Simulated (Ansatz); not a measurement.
Below is the output of a Python script on the Python package of Ansatz (0.2.0) that makes a projected density of states of Cs2NaScBr6, space group Fm-3m. Write a script that gives it. Settings: PBEsol, PAW, cutoff 422 eV, 4×4×4 k-points, fixed occupations.

The script reads `cs2nascbr6.cif`:
```cif
data_Cs2NaScBr6
_cell_length_a 7.972637
_cell_length_b 7.972637
_cell_length_c 7.972637
_cell_angle_alpha 60.00000
_cell_angle_beta 60.00000
_cell_angle_gamma 60.00000
_symmetry_space_group_name_H-M 'P 1'
_symmetry_Int_Tables_number 1
loop_
_symmetry_equiv_pos_as_xyz
'x, y, z'
loop_
_atom_site_label
_atom_site_type_symbol
_atom_site_fract_x
_atom_site_fract_y
_atom_site_fract_z
Cs1 Cs    0.750000    0.750000    0.750000
Cs2 Cs    0.250000    0.250000    0.250000
Na3 Na    0.500000    0.500000    0.500000
Sc4 Sc    0.000000    0.000000    0.000000
Br5 Br    0.763170    0.236830    0.236830
Br6 Br    0.236830    0.236830    0.763170
Br7 Br    0.236830    0.763170    0.763170
Br8 Br    0.236830    0.763170    0.236830
Br9 Br    0.763170    0.236830    0.763170
Br10 Br    0.763170    0.763170    0.236830
```

```console
$ python run_pdos.py
plan: 66 bands, 8 k-points, plane waves [7030, 7119] grid [54, 54, 54]
states by shell in windows of E - E_F (eV): [(-8, -4), (-4, 0), (0, 4)]
Cs 5S       0.000    0.008    0.000
Cs 6S       0.011    0.314    0.074
Cs 5P      11.796    0.168    0.001
Na 2S       0.000    0.002    0.000
Na 3S       0.008    0.186    0.015
Na 2P       0.000    0.005    0.000
Sc 3S       0.000    0.012    0.000
Sc 4S       0.002    0.254    0.001
Sc 3P       0.000    0.035    0.000
Sc 3D       0.008    1.450    5.229
Br 4S       0.021    0.139    0.015
Br 4P       0.151   33.163    0.640
centre of Cs 5P: -6.40 eV
centre of Sc 3D: -1.70 eV
centre of Br 4P: -1.21 eV
```

The script that was run (others could print the same):

`run_pdos.py`:
```python
# -*- coding: utf-8 -*-
import ansatz
from ase.io import read
import numpy as np


def main():
    atoms = read("cs2nascbr6.cif")
    cell = ansatz.Crystal.from_ase(atoms)

    setup = (
        cell.calculation()
        .functional("PBEsol")
        .basis(31 * ansatz.Ry)
        .kpoints(mesh=(4, 4, 4), center="gamma")
        .occupations("fixed")
        .scf(extra_bands=26)
        .density_of_states(projected=True, energy_step=0.1)
    )
    planned = setup.session().plan(threads=1)
    facts = planned.describe()
    print("plan:", facts["n_bands"], "bands,", len(facts["kpoints_frac"]), "k-points, plane waves", facts["n_pw_range"], "grid", facts["fft_dense"])
    out = planned.execute()
    summary = out.report

    dos = out.density_of_states()
    energy = np.asarray(dos.energies_ev) - dos.fermi_ev
    curves = {}
    for site in out.projected_density_of_states().sites:
        for shell in site.shells:
            weight = sum(np.sum(curve.g_bin_mean_per_ev, axis=0) for curve in shell.curves)
            name = f"{site.species} {shell.label}"
            curves[name] = curves.get(name, 0) + weight

    step = energy[1] - energy[0]
    windows = [(-8, -4), (-4, 0), (0, 4)]
    print("states by shell in windows of E - E_F (eV):", windows)
    for name, g in curves.items():
        print(f"{name:8s}", " ".join(f"{step * g[(energy >= a) & (energy < b)].sum():8.3f}" for a, b in windows))
    filled = (energy < 0) & (energy > -8)
    for name, g in curves.items():
        if g[filled].sum() * step > 0.5:
            print(f"centre of {name}: {np.average(energy[filled], weights=g[filled]):.2f} eV")


if __name__ == "__main__":
    main()
```

The run is spin-unpolarised. Semilocal gaps usually lie well under measured ones. Under fixed occupations the level called the Fermi level is the highest filled one on the SCF mesh; off the mesh a filled band can lie a little above it. The empty d shell of the heavier alkali and alkaline-earth atoms, which makes much of a conduction band, may have no channel. The crystal has a gap of about 3.09 eV on the mesh; bins of finite width blur the band edges. The structure comes from a database of computed cells and needn't be a stable or known phase. Curves are summed over the cell's atoms. Only shells that the potentials hold have channels, so projections don't add up to the total, least of all where a shell is missing (p of most metals); heights and places of peaks move with the mesh. The computed bands are complete only to about 9.0 eV above the Fermi level; beyond that the density of states is undercounted. A band centre counts only the states inside the window taken. Wall time of the script: 16 s on 1 thread of Arm Neoverse V1, with other jobs on the host, peak memory 0.71 GiB.
